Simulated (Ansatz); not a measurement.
# HfMoC2 under changes of volume

One of the cells (11.421 Å³/atom); the others are scaled copies at fixed shape and fractional positions:

```
CELL_PARAMETERS angstrom
3.19142 0.00000 0.00000
0.00000 3.19142 0.00000
0.00000 0.00000 4.48516
ATOMIC_POSITIONS crystal
Hf 0.00000 0.00000 0.00000
Mo 0.50000 0.50000 0.50000
C 0.50000 0.50000 0.00000
C 0.00000 0.00000 0.50000
```

The cell comes from a database or a generator and needn't be the stable form of this composition.

| Item | Value |
| --- | --- |
| Program | Ansatz 0.2.0 |
| Functional | LDA |
| Potentials or basis | Ansatz PAW |
| Cutoff | 420 eV (not typed: the program's choice for these potentials) |
| k mesh | 8 × 8 × 6 |
| Occupations | fermi-dirac, width 0.05 eV |
| Spin | no spin polarisation |

| volume (Å³/atom) | energy over the lowest point (meV/atom) | pressure (GPa) |
| --- | --- | --- |
| 10.735 | 0.00 | 3.4 |
| 10.964 | 0.00 | -3.2 |
| 11.192 | ? | ? |
| 11.421 | 25.63 | -14.4 |
| 11.649 | 49.61 | -19.1 |
| 11.877 | 79.96 | -23.4 |
| 12.106 | 116.06 | -27.2 |

**Question.** What does the run at 11.192 Å³/atom give?

**Answer.** Energy over the lowest point 8.81 meV/atom; pressure -9.1 GPa.

Worked out: A Birch-Murnaghan fit of order 3 (a polynomial in V^(-2/3)) to the other rows has its minimum at 10.85 Å³/atom with B0 = V·E''(V) = 313 GPa and B' = 4.3 at fixed shape and positions, which overstates the stiffness. It gives 8.80 meV/atom at 11.192 Å³/atom, against the run's 8.81, and -dE/dV = -9.1 GPa, against -9.1.

Energies are extrapolated to zero smearing.

Caveats: the PAW data sets come from PBE, with cores solved anew for the run's functional, which leaves a small shift of forces and pressure.
